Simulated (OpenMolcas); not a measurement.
**Ag³⁺ among point charges: CASSCF and CASPT2 levels and susceptibility**

How does a field of 6 point charges split the states of Ag³⁺, and what χT follows?

The numbers are computed with OpenMolcas 26.06 (state-averaged CASSCF and CASPT2, spin-orbit coupling by RASSI with atomic mean-field integrals), except any that are marked as measured or tabulated.

### Step 1. The system

| Property | Result |
| --- | --- |
| Species | Ag³⁺ (silver, Z = 47, 44 electrons) |
| Basis | ANO-RCC-VTZP [7s6p4d2f1g], 68 functions |
| Scalar Hamiltonian | DKH2, point nucleus |
| Inactive shells | 1s 2s 2p 3s 3p 3d 4s 4p |
| Active space | 8 electrons in 5 orbitals (4d) |
| Some configurations of this space | 4d⁸ |
| Orbitals | optimised for each spin and parity, averaged over all roots |

Outer shells as boxes (Hund's rule):

4d8
```
4d [↑↓][↑↓][↑↓][↑ ][↑ ]
```

The ion sits among 6 point charges of -1 e arranged as an octahedron (Oh), 1.96 Å from the ion.

Each step is its own input file, run in one work folder so that later steps find the files of earlier ones. Labels, J, g values, rates, χT and fits are worked out afterwards by a script from the matrices that RASSI stores. The input lists half of the charges; inversion (Group=XYZ) makes the rest.

### Step 2. Basis and integrals

Input file a.inp:

```
&GATEWAY
Coord
1

Ag 0.0 0.0 0.0
Basis=ANO-RCC-VTZP
Group=XYZ
NoMove
AngMom=0.0 0.0 0.0
AMFI
XField
3 Angstrom 0
1.960000 0.000000 0.000000 -1.000000
0.000000 1.960000 0.000000 -1.000000
0.000000 0.000000 1.960000 -1.000000
&SEWARD
```

### Step 3. Reference wave functions, triplets of even parity, 10 roots

Input file a.inp:

```
&RASSCF
FileOrb=start.orb
Symmetry=1
Spin=3
nActEl=8 0 0
Inactive=9 9
Ras2=5 0
CIRoot=10 10 1
SDav=10
CIMx=300
Iter=120 100
PrWF=0.3
OrbListing=Nothing
MaxOrb=0
>>> COPY $Project.JobIph JOB001
```

start.orb holds the contracted functions of the basis, ordered by shell, or the orbitals of the step before.

### Step 4. Reference wave functions, singlets of even parity, 15 roots

Input file a.inp:

```
&RASSCF
FileOrb=start.orb
Symmetry=1
Spin=1
nActEl=8 0 0
Inactive=9 9
Ras2=5 0
CIRoot=15 15 1
SDav=15
CIMx=300
Iter=120 100
PrWF=0.3
OrbListing=Nothing
MaxOrb=0
>>> COPY $Project.JobIph JOB002
```

### Step 5. State interaction with spin-orbit coupling

Input file a.inp:

```
&RASSI
NrOfJobIphs=2 10 15
1 2 3 4 5 6 7 8 9 10
1 2 3 4 5 6 7 8 9 10 11 12 13 14 15
IphNames
JOB001
JOB002
EJob
SpinOrbit
DIPRint=1.0
SOCoupling=1000.0
Subsets=2
Property=9
'ANGMOM' 1 'ANGMOM' 2 'ANGMOM' 3 'MLTPL  1' 1 'MLTPL  1' 2 'MLTPL  1' 3
'AMFI' 1 'AMFI' 2 'AMFI' 3
SOProperty=3
'ANGMOM' 1 'ANGMOM' 2 'ANGMOM' 3
```

### Step 6. CASPT2: IPEA 0.25, imaginary shift 0.1 (closed shells correlated: 4s 4p)

Input file a.inp:

```
>>> COPY JOB001 $Project.JobIph
&CASPT2
Multistate=10 1 2 3 4 5 6 7 8 9 10
NoMult
Frozen=8 6
IPEA=0.25
Imaginary=0.1
MaxIter=60
WThr=0.0 0.3 0.05
PrWF=0.5
NoMix
>>> COPY JOB002 $Project.JobIph
&CASPT2
Multistate=15 1 2 3 4 5 6 7 8 9 10 11 12 13 14 15
NoMult
Frozen=8 6
IPEA=0.25
Imaginary=0.1
MaxIter=60
WThr=0.0 0.3 0.05
PrWF=0.5
NoMix
```

(Steps that only read results are left out.)

Before running it: what results should come out? Wanted: spin-free ground state; first state of the same spin within the active space; lowest level; next level.

The runs gave:

| quantity | value |
| --- | --- |
| method | SS-CASPT2, IPEA 0.25, imaginary shift 0.1 (closed shells correlated: 4s 4p) |
| spin-free ground state | 3A2, 1-fold in its orbital part |
| first state of the same spin within the active space | 3T2 at 3290 cm⁻¹ |
| lowest level | 3-fold T2 |
| next level | 2564.8 cm⁻¹ |
| χT at 300 K | 2.56 cm³ K/mol |
| effective moment at 300 K | 4.52 μB |

Cost by method:

```tsv
method	time of its own steps	time with the reference
A. CASSCF	5.8 s	5.8 s
B. SS-CASPT2, IPEA 0.25, imaginary shift 0.1, +4s 4p	3.6 s	9.4 s
```

Times are of one thread on a shared host.

**Reading.** The spin-free ground state (3A2) comes to 100 % from free-ion F terms and keeps the highest spin of the shell. χT at 300 K is 2.56, against 1.00 cm³ K/mol for the spin alone, so orbital moment adds to it. CASPT2 does not keep the components of a term degenerate, and the means are used. The field of point charges can differ much from that of real complexes. This is an electrostatic model: the charges have no orbitals.
